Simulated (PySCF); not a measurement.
**LiGa: the SCF solver's settings**

The same problem is solved with other solver options, one edit a run.

Program: PySCF 2.14.0. Level of theory: method and basis as typed in the scripts. These are calculated values, not measurements.

**1. The starting structure**

LiGa: 2 atoms, charge 0, spin multiplicity 1.

Bond lengths: Li1–Ga2 2.490 Å.

**2. Base script**

input.py

```python
from pyscf import gto, dft

mol = gto.M(
    atom='Li 0 0 0; Ga 0 0 2.49',
    basis='x2c-svpall',
    charge=0,
    spin=0,
    verbose=4,
)
mf = dft.RKS(mol, xc='mn15')
mf = mf.sfx2c1e()
mf.kernel()
mf.analyze()
print('orbital energies (hartree):', mf.mo_energy[..., max(0, mol.nelec[1]-3):mol.nelec[0]+3].round(4))
```

Launch:

```bash
$ OMP_NUM_THREADS=1 python input.py
```

Its log is not repeated here.

It gives: E(SCF) = -1952.178984 Eh, 8 cycles, μ = 2.92 D.

The bond length is a typed value, not an optimised one.

**3. Initial guess 1e**

Variant 1 changes initial guess: minao → 1e.

input.py

```python
from pyscf import gto, dft

mol = gto.M(
    atom='Li 0 0 0; Ga 0 0 2.49',
    basis='x2c-svpall',
    charge=0,
    spin=0,
    verbose=4,
)
mf = dft.RKS(mol, xc='mn15')
mf = mf.sfx2c1e()
mf.init_guess = '1e'
mf.kernel()
mf.analyze()
print('orbital energies (hartree):', mf.mo_energy[..., max(0, mol.nelec[1]-3):mol.nelec[0]+3].round(4))
```

Launch:

```bash
$ OMP_NUM_THREADS=1 python input.py
```

**4. Point-group symmetry on**

Variant 2 changes point-group symmetry: off → on.

Edit input.py of step 2 so:

```diff
@@ -7,2 +7,3 @@
     spin=0,
+    symmetry=True,
     verbose=4,
```

**5. Damping 0.8**

Variant 3 changes damping: none → 0.8.

Edit input.py of step 2 so:

```diff
@@ -11,2 +11,4 @@
 mf = mf.sfx2c1e()
+mf.damp = 0.8
+mf.diis_start_cycle = 8
 mf.kernel()
```

**6. Convergence threshold 1e-11 hartree**

Variant 4 changes convergence threshold: default → 1e-11 hartree.

Edit input.py of step 2 so:

```diff
@@ -11,2 +11,3 @@
 mf = mf.sfx2c1e()
+mf.conv_tol = 1e-11
 mf.kernel()
```

Q: Predict the outcome of this session. Wanted: for each run, E(SCF); from base; gap; SCF dipole.

The runs gave:

| run | E(SCF) (hartree) | from base (eV) | cycles | gap (eV) | SCF dipole (D) |
| --- | --- | --- | --- | --- | --- |
| base | -1952.178984 | 0 | 8 | 2.49 | 2.92 |
| initial guess 1e | -1952.124514 | +1.4822 | 13 | 1.10 | 4.64 |
| point-group symmetry on | -1952.178984 | 0.0000 | 8 | 2.49 | 2.92 |
| damping 0.8 | -1952.178984 | 0.0000 | 13 | 2.49 | 2.92 |
| convergence threshold 1e-11 hartree | -1952.178984 | 0.0000 | 9 | 2.49 | 2.92 |

Distance from each run's final energy (log10 hartree) by cycle:

| run | cycle 1 | cycle 2 | cycle 3 | cycle 5 | cycle 8 | cycle 12 |
| --- | --- | --- | --- | --- | --- | --- |
| base | -1.5 | -1.3 | -4.5 | -6.5 | -11.0 | done |
| initial guess 1e | 2.1 | 1.3 | 1.8 | -0.8 | -3.2 | -11.0 |
| point-group symmetry on | -1.5 | -1.3 | -4.5 | -6.5 | -10.5 | done |
| damping 0.8 | -1.5 | -2.1 | -2.6 | -3.4 | -4.6 | -9.3 |
| convergence threshold 1e-11 hartree | -1.5 | -1.3 | -4.5 | -6.5 | -11.0 | done |

No change of the SCF energy comes from point-group symmetry on or damping 0.8 or convergence threshold 1e-11 hartree. With initial guess 1e the SCF ends in another solution, 1.48 eV higher: the path to self-consistency decides the state here. The base needs 8 cycles and the run with damping 0.8 needs 13.
